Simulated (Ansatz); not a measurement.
# GeHO (quartet): wave-function methods side by side at scale of all distances = 1.762, cc-pVDZ

How much of the correlation energy of GeHO (quartet) does each wave-function method recover here?

Program: Ansatz 0.2.0, Gaussian basis. Level of theory: cc-pVDZ, core rule «outside noble gas», up to 15 orbitals frozen. These are calculated values, not measurements.

Plan: UHF; CCSD(T) on ROHF; CCSD(T) on UHF; BCCD(T) on ROHF; CISD; CCSDT(Q) on ROHF; CCSDT(Q) on UHF; CASSCF and MRCISD+Q, 5 electrons in 5 orbitals; CASSCF and NEVPT2, 5 electrons in 5 orbitals; CASSCF and MRCISD+Q, 11 electrons in 9 orbitals; CASSCF and NEVPT2, 11 electrons in 9 orbitals.

31 further runs of the same task are left out: 2 for a known fault of the program, 23 that didn't finish, 6 set aside as unsound or not needed.

## Step 1: The system

The geometry derives from a PBE0/def2-TZVP stationary point (not a proven minimum). All distances are scaled together. No spin-orbit coupling is included. The filled d shell of Ge may be among the frozen orbitals whatever the setting's name suggests; the logs give the count.

3 atoms, charge 0, spin multiplicity 4.

Atoms are counted from 1 here; the program's logs count them from 0.

No contacts short enough for the rule that draws bonds.

## Step 2: UHF

in.yaml reads:

```yaml
crystal:
  periodic: [false, false, false]
  atoms:
    - {symbol: Ge, position_ang: [0.000000, -0.066146, 0.567356]}
    - {symbol: O, position_ang: [0.000000, 0.151842, -2.694029]}
    - {symbol: H, position_ang: [0.000000, 2.356749, 1.875225]}
basis:
  gaussian: {orbitals: cc-pVDZ}
magnetization: {spin_polarized: true, initial_magnetization: 3}
hamiltonian: {xc: hf}
output: {orbitals: {seedname: orbitals}}
```

On the command line:

```sh
$ ansatz run in.yaml --threads 1 --pin off --events-out ev --progress --plain --max-ram 2393MiB
```

Further steps of the session: CCSD(T) on ROHF; CCSD(T) on UHF; BCCD(T) on ROHF; CISD; CCSDT(Q) on ROHF; CCSDT(Q) on UHF; CASSCF and MRCISD+Q, 5 electrons in 5 orbitals; CASSCF and NEVPT2, 5 electrons in 5 orbitals; CASSCF and MRCISD+Q, 11 electrons in 9 orbitals; CASSCF and NEVPT2, 11 electrons in 9 orbitals.

Q: Predict the results of all the runs planned. Wanted: RCCSDT(Q) below the RHF energy; RMP2 from RCCSDT(Q); UMP2 from RCCSDT(Q); RCCSD from RCCSDT(Q); RCCSD(T) from RCCSDT(Q); UCCSD(T) from RCCSDT(Q); UCCSDT(Q) from RCCSDT(Q); NEVPT2 pair from RCCSDT(Q); MRCISD+Q pair from RCCSDT(Q).

**Answer**, as computed:

| quantity | value |
| --- | --- |
| RCCSDT(Q) below the RHF energy | -6.5155 eV |
| RMP2 from RCCSDT(Q) | +157.2 kJ/mol |
| UMP2 from RCCSDT(Q) | +122.7 kJ/mol |
| RCCSD from RCCSDT(Q) | +19.5 kJ/mol |
| RCCSD(T) from RCCSDT(Q) | +4.3 kJ/mol |
| UCCSD(T) from RCCSDT(Q) | +8.4 kJ/mol |
| UCCSDT(Q) from RCCSDT(Q) | -0.3 kJ/mol |
| NEVPT2 pair from RCCSDT(Q) | +86.5 kJ/mol |
| MRCISD+Q pair from RCCSDT(Q) | -1.5 kJ/mol |
| NEVPT2 valence from RCCSDT(Q) | +101.3 kJ/mol |
| levels within 1 kcal/mol (43 meV) | RCCSDT, UCCSDT, UCCSDT(Q), MRCISD+Q pair, MRCISD+Q valence |
| T1 diagnostic | 0.052 |
| effectively unpaired electrons | 3.55 |

What this shows: RCCSD(T) misses by +4.3 kJ/mol, 0.7 % of the correlation energy. CCSD(T) misses by +4.3 kJ/mol on the restricted determinant and by +8.4 kJ/mol on the unrestricted one; the two need not hold the same state or core. The occupations show some static correlation. Of the multireference levels listed MRCISD+Q valence comes nearest in total energy (+0.2 kJ/mol), which doesn't show that its space is the better one. These misses are within one basis, not against nature; the frozen cores of restricted and unrestricted runs differ, which can shift their rows.
